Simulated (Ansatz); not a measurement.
# doublet [BCNF2]− at 6 levels

We compute a comparison of 6 runs (UB3LYP/6-31G*, U-wB97X/6-311+G**, UBHLYP/6-311+G**, UBLYP/6-311+G**, UPBE0/6-311+G**) of doublet [BCNF2]−. 

The calculation is run with Ansatz 0.2.0.

69 further runs of the same task are left out: 69 set aside as unsound or not needed.

## 1. The structure to begin with

[BCNF2]− has 5 atoms, charge -1, and is taken as a doublet. SMILES of the parent species: `N#CB(F)F`. The coordinates come from a PBE0-D4/def2-TZVP relaxation. That shape belongs to the parent species and isn't relaxed for this state.

Bond lengths: N1–C2 1.150 Å, C2–B3 1.543 Å, B3–F4 1.306 Å, B3–F5 1.306 Å. Angles: N1–C2–B3 180.0°, C2–B3–F4 119.9°, C2–B3–F5 119.9°, F4–B3–F5 120.2°.

## 2. The energy at UB3LYP/6-31G(d) (spherical functions) (run 1)

The input, job.yaml:

```yaml
basis:
  gaussian:
    orbitals: 6-31G_st_-spherical.json
crystal:
  periodic: [false, false, false]
  atoms:
    - symbol: "N"
      position_ang: [-0.715100, 1.789700, 0.801000]
    - symbol: C
      position_ang: [-0.319400, 0.804800, 0.359300]
    - symbol: B
      position_ang: [0.212000, -0.517400, -0.233800]
    - symbol: F
      position_ang: [1.451200, -0.872800, -0.026200]
    - symbol: F
      position_ang: [-0.578700, -1.277900, -0.941900]
total_charge: -1
magnetization:
  spin_polarized: true
  initial_magnetization: 1
hamiltonian:
  xc: {name: B3LYP}
accuracy: high
output:
  orbitals: {seedname: orbitals}
```

The basis set 6-31G* is read from a file made from the Basis Set Exchange's data (not shown).

Command:

```bash
$ ansatz run job.yaml --threads 1 --pin off --max-ram 3480MiB --events-out events.jsonl --progress --plain --runs-dir runs
```

What it wrote:

```text
Warning: RAYON_NUM_THREADS=1 ignored (pool sized by the plan → 1); use --threads N
Functional definition: B3LYP
  name "B3LYP"
  parameter a0 = 0.2
  parameter ax = 0.72
  parameter ac = 0.81
  exchange = (1 - a0 - ax)*slater_x + ax*b88_x + a0*exact_x
  correlation = (1 - ac)*vwn_rpa_c + ac*lyp_c
1493 factors; integrals over basis functions are off by at most 3.0e-9 eV
mean field evaluation 1: about -8632.9204 eV, gradient 3.3e1 eV
mean field evaluation 2: about -8610.7016 eV, gradient 7.2e1 eV
mean field evaluation 4: about -8638.3925 eV, gradient 6.8e0 eV
mean field evaluation 8: about -8638.7434 eV, gradient 2.1e-1 eV
mean field evaluation 16: about -8638.7438 eV, gradient 2.7e-4 eV
mean field -8638.74375624 eV, -317.4679774910 hartree, gradient 2.9e-8 eV, S^2 0.754694; 0 other end points of the search recorded, 0 dependent functions left out
reference -8638.74378296 eV, -317.4679784730 hartree; 19, 18 occupied and 51, 52 virtual orbitals, 1493 factors
Total energy: -8638.74378296 eV, -317.4679784730 hartree
```

It took 6.3 s on 1 thread of Arm Neoverse V2, shared host; peak memory 0.27 GiB.

## 3. A single-point energy at UB3LYP/6-31G(d) (Cartesian functions) (run 2)

The input, molecule.yaml:

```yaml
crystal:
  periodic: [false, false, false]
  atoms:
    - {symbol: "N", position_ang: [-0.715100, 1.789700, 0.801000]}
    - {symbol: C, position_ang: [-0.319400, 0.804800, 0.359300]}
    - {symbol: B, position_ang: [0.212000, -0.517400, -0.233800]}
    - {symbol: F, position_ang: [1.451200, -0.872800, -0.026200]}
    - {symbol: F, position_ang: [-0.578700, -1.277900, -0.941900]}
basis:
  gaussian:
    orbitals: "6-31G*"
total_charge: -1
magnetization:
  spin_polarized: true
  initial_magnetization: 1
hamiltonian:
  xc: {name: B3LYP}
accuracy: high
output:
  orbitals: {seedname: orbitals}
```

Command:

```bash
$ ansatz run molecule.yaml --threads 1 --pin off --max-ram 3480MiB --events-out events.jsonl --progress --plain --runs-dir runs
```

What it wrote:

```text
Warning: RAYON_NUM_THREADS=1 ignored (pool sized by the plan → 1); use --threads N
[... 7 set-up lines as earlier in the session ...]
1512 factors; integrals over basis functions are off by at most 2.9e-9 eV
mean field evaluation 1: about -8633.1245 eV, gradient 3.3e1 eV
mean field evaluation 2: about -8610.6954 eV, gradient 7.3e1 eV
mean field evaluation 4: about -8638.6342 eV, gradient 7.0e0 eV
mean field evaluation 8: about -8638.9007 eV, gradient 1.6e-1 eV
mean field evaluation 16: about -8638.9009 eV, gradient 1.3e-4 eV
mean field -8638.90090284 eV, -317.4737525218 hartree, gradient 3.7e-8 eV, S^2 0.754696; 0 other end points of the search recorded, 0 dependent functions left out
reference -8638.90092956 eV, -317.4737535041 hartree; 19, 18 occupied and 56, 57 virtual orbitals, 1512 factors
Total energy: -8638.90092956 eV, -317.4737535041 hartree
```

Wall time 6 s (1 thread of Arm Neoverse V2, shared host); peak memory 0.28 GiB.

Runs 3 to 5 aren't shown in full; the table further down has their settings and results.

## 4. A single-point energy at UPBE0/6-311+G(d,p) (run 6)

The input, input.yaml:

```yaml
crystal:
  periodic: [false, false, false]
  atoms:
    - {symbol: N, position_ang: [-0.715100, 1.789700, 0.801000]}
    - {symbol: C, position_ang: [-0.319400, 0.804800, 0.359300]}
    - {symbol: B, position_ang: [0.212000, -0.517400, -0.233800]}
    - {symbol: F, position_ang: [1.451200, -0.872800, -0.026200]}
    - {symbol: F, position_ang: [-0.578700, -1.277900, -0.941900]}
basis:
  gaussian:
    orbitals: 6-311+G_st__st_.json
total_charge: -1
magnetization:
  spin_polarized: true
  initial_magnetization: 1
hamiltonian:
  xc: pbe0
accuracy: high
output:
  orbitals: {seedname: orbitals}
```

The basis set 6-311+G** is read from a file made from the Basis Set Exchange's data (not shown).

Command:

```bash
$ ansatz run input.yaml --threads 1 --pin off --max-ram 3480MiB --events-out events.jsonl --progress --plain --runs-dir runs
```

What it wrote:

```text
Warning: RAYON_NUM_THREADS=1 ignored (pool sized by the plan → 1); use --threads N
Functional definition: PBE0
  name "PBE0"
  parameter a = 0.25
  parameter kappa = 0.804
  parameter beta = 0.06672455060314922
  exchange = (1 - a)*pbe_x(kappa = kappa, mu = beta*pi^2/3) + a*exact_x
  correlation = pbe_c(beta = beta)
1963 factors; integrals over basis functions are off by at most 4.0e-9 eV
mean field evaluation 1: about -8627.2622 eV, gradient 3.3e1 eV
mean field evaluation 2: about -8596.9975 eV, gradient 7.8e1 eV
mean field evaluation 4: about -8632.5158 eV, gradient 1.0e1 eV
mean field evaluation 8: about -8633.1460 eV, gradient 3.2e-1 eV
mean field evaluation 16: about -8633.1465 eV, gradient 9.9e-4 eV
mean field evaluation 32: about -8631.6291 eV, gradient 9.7e0 eV
mean field -8633.14653952 eV, -317.2622835704 hartree, gradient 3.8e-8 eV, S^2 0.756315; 3 other end points of the search recorded, 0 dependent functions left out
reference -8633.14654281 eV, -317.2622836914 hartree; 19, 18 occupied and 91, 92 virtual orbitals, 1963 factors
Total energy: -8633.14654281 eV, -317.2622836914 hartree
```

Wall time 16 s (1 thread of Arm Neoverse V2, shared host); peak memory 0.43 GiB.

## 5. Overview of the runs

```csv
run,level,Cartesian functions,energy (Eh),HOMO energy (eV),LUMO energy (eV),⟨S²⟩,wall time
1,UB3LYP/6-31G* (spherical functions),no,-317.467978,3.43,6.13,0.755,6.3 s
2,UB3LYP/6-31G* (Cartesian functions),yes,-317.473754,3.42,6.11,0.755,6 s
3,U-wB97X/6-311+G**,no,-317.516132,0.03,4.95,0.759,42 s
4,UBHLYP/6-311+G**,no,-317.460357,1.18,4.02,0.762,12 s
5,UBLYP/6-311+G**,no,-317.560525,2.90,3.20,0.752,13 s
6,UPBE0/6-311+G**,no,-317.262284,1.98,3.67,0.756,16 s
```

## 6. Outcome

| quantity | value |
| --- | --- |
| run 6: total energy | -317.26228 Eh |
| run 6: HOMO energy (highest over α and β) | 1.98 eV |
| run 6: LUMO energy (lowest over α and β) | 3.67 eV |
| run 6: ⟨S²⟩ | 0.756 |

**Reading.** Totals of different functionals can't be ranked against each other. In runs 1, 2, 3, 4, 5, 6 the HOMO lies above zero, so the outermost electron may be held by the basis alone. All runs together took 95 s, the longest 42 s.
